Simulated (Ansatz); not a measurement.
Ta4NiO11:

```
Ta Ni O
1.0
     1.95495  -14.82973    0.00000
     1.95495   14.82973    0.00000
     0.00000    0.00000    3.88590
Ta Ni O
4 1 11
Direct
  0.20437 0.79563 0.00000
  0.92451 0.07549 0.00000
  0.07549 0.92451 0.00000
  0.79563 0.20437 0.00000
  0.50000 0.50000 0.00000
  0.13987 0.86013 0.00000
  0.72107 0.27893 0.00000
  0.43645 0.56355 0.00000
  0.56355 0.43645 0.00000
  0.00000 0.00000 0.00000
  0.86013 0.13987 0.00000
  0.27893 0.72107 0.00000
  0.92790 0.07210 0.50000
  0.07210 0.92790 0.50000
  0.79436 0.20564 0.50000
  0.20564 0.79436 0.50000
```

The cell was built by a generator and needn't be a form met in nature.

Base run:

- Program: Ansatz 0.2.0
- Functional: RPBE
- Potentials or basis: all-electron LAPW, scalar-relativistic
- Cutoff: 455 eV (chosen from the basis error)
- Basis error allowed: 0.003 eV/atom
- k mesh: 5 × 5 × 5
- Occupations: fermi-dirac, width 0.05 eV
- Spin: collinear spin, ferromagnetic start
- Starting moments: [0.0, 0.0, 0.0, 0.0, 1.0, 0.0, 0.0, 0.0, 0.0, 0.0, 0.0, 0.0, 0.0, 0.0, 0.0, 0.0] μB

Its results: pressure 3.4 GPa; net moment 0.40 μB per cell; site moments Ta +0.00, -0.00; Ni +0.34; O +0.00, -0.00, +0.05 μB; largest force 0.059 eV/Å.

Task: The run is repeated on the same cell with these changes: functional from RPBE to PBE. What comes out?

Result: Pressure -0.1 GPa; net moment 0.40 μB per cell; site moments Ta +0.00, -0.00; Ni +0.33; O -0.00, +0.06, +0.00 μB; largest force 0.106 eV/Å.

PBE binds more tightly than RPBE, so the same cell stands under less pressure.

Caveats: the k mesh is thin for a metal, which can move the energy by tens of meV per atom; a cell with one magnetic atom can't hold antiferromagnetic order, which such compounds often take.
